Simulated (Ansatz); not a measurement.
AgRh under changes of volume

One of the cells (16.064 Å³/atom); the others are scaled copies at fixed shape and fractional positions:

```
Ag Rh
1.0
     2.77759    0.00000    0.00000
    -1.38879    2.40546    0.00000
     0.00000    0.00000    4.80860
Ag Rh
1 1
Direct
  0.00000 0.00000 0.50000
  0.66667 0.33333 0.00000
```

The cell comes from a database or a generator and needn't be the stable form of this composition.

| Quantity | Value |
| --- | --- |
| Program | Ansatz 0.2.0 |
| Functional | PBE |
| Potentials or basis | PseudoDojo standard (PBE files) |
| Cutoff | 1197 eV |
| Density cutoff | 4789 eV |
| k mesh | 11 × 11 × 6 |
| Occupations | fermi-dirac, width 0.05 eV |
| Spin | no spin polarisation |

```csv
volume (Å³/atom),energy over the lowest point (meV/atom),pressure (GPa)
15.100,?,?
15.421,5.13,4.5
15.743,0.00,0.9
16.064,1.58,-2.2
16.385,9.04,-5.0
16.707,21.64,-7.4
17.028,38.74,-9.5
```

Q: What does the run at 15.100 Å³/atom give?

A: Energy over the lowest point 17.90 meV/atom; pressure 8.5 GPa.

Worked out: A Birch-Murnaghan fit of order 3 (a polynomial in V^(-2/3)) to the other rows has its minimum at 15.82 Å³/atom with B0 = V·E''(V) = 159 GPa and B' = 5.5 at fixed shape and positions, which overstates the stiffness. It gives 17.87 meV/atom at 15.100 Å³/atom, against the run's 17.90, and -dE/dV = 8.4 GPa, against 8.5.

Energies are extrapolated to zero smearing.
